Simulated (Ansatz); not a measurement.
# [MoO3F]-: the relaxed shape and its frontier levels

What does [MoO3F]- look like as a singlet, and where do its frontier electrons sit?

Computed with Ansatz 0.2.0, Gaussian basis. Level: RKS PBE0-D4/def2-TZVPD.

The runs, in order: relaxation at r2SCAN-D4/def2-SVPD; a search for the lowest solution at PBE0-D4/def2-SVP; a single point at PBE0-D4/def2-TZVPD.

## 1. The system as given

5 atoms, charge -1, spin multiplicity 1.

Atoms are counted from 1 here; the program's logs count them from 0.

Bond lengths: Mo1–O2 1.661 Å, Mo1–O3 1.662 Å, Mo1–O4 1.661 Å, Mo1–F5 1.869 Å. Angles: O2–Mo1–O3 112.1°, O2–Mo1–O4 112.1°, O2–Mo1–F5 106.8°, O3–Mo1–O4 112.1°, O3–Mo1–F5 106.7°, O4–Mo1–F5 106.6°.

Formally the metal is d0. Mo takes a core potential in the def2 sets. No spin-orbit coupling is included. The ion is computed in the gas phase, without counter-ions or solvent.

The start is a GFN2-xTB geometry.

## 2. Optimising with r2SCAN-D4/def2-SVPD

Contents of in.yaml:

```yaml
crystal:
  periodic: [false, false, false]
  atoms:
    - {symbol: Mo, position_ang: [0.041450, 0.070700, 0.030300]}
    - {symbol: O, position_ang: [0.012280, -0.015060, 1.689110]}
    - {symbol: O, position_ang: [1.589010, 0.011560, -0.571660]}
    - {symbol: O, position_ang: [-0.801750, 1.382660, -0.542530]}
    - {symbol: F, position_ang: [-0.840990, -1.449860, -0.605210]}
basis:
  gaussian: {orbitals: def2-SVPD}
total_charge: -1
hamiltonian: {xc: r2scan, dispersion: d4}
scf: {lower_state_search: "off"}
output: {orbitals: {seedname: orbitals}}
relax: {f_tol: 0.02, max_steps: 100}
```

On the command line:

```console
ansatz run in.yaml --threads 4 --pin off --events-out ev --progress --plain --max-ram 3916MiB
```

Further steps of the session: Searching for the lowest solution, PBE0-D4/def2-SVP; Single point, PBE0-D4/def2-TZVPD.

Q: Predict the results of all the runs planned. Wanted: point group; near neighbours of the metal; HOMO, LUMO at PBE0-D4/def2-TZVPD; charge on the metal.

As calculated:

| quantity | value |
| --- | --- |
| point group | C3v |
| near neighbours of the metal | O 1.73, O 1.73, O 1.73, F 1.91 Å |
| HOMO, LUMO at PBE0-D4/def2-TZVPD | -3.40, 3.50 eV |
| charge on the metal (Mulliken, PBE0-D4/def2-TZVPD) | +2.54 e |

What this shows: The molecule keeps its bonding pattern by the stored test; the atoms moved 0.07 Å (rms). The metal has 4 near neighbours by the distance rule, from 1.73 to 1.91 Å. The Mulliken charge of the metal, +2.54 e, depends on the basis and isn't its oxidation state. No usable vibrations, so a minimum isn't proven. Whether this spin is the lowest isn't tested here.
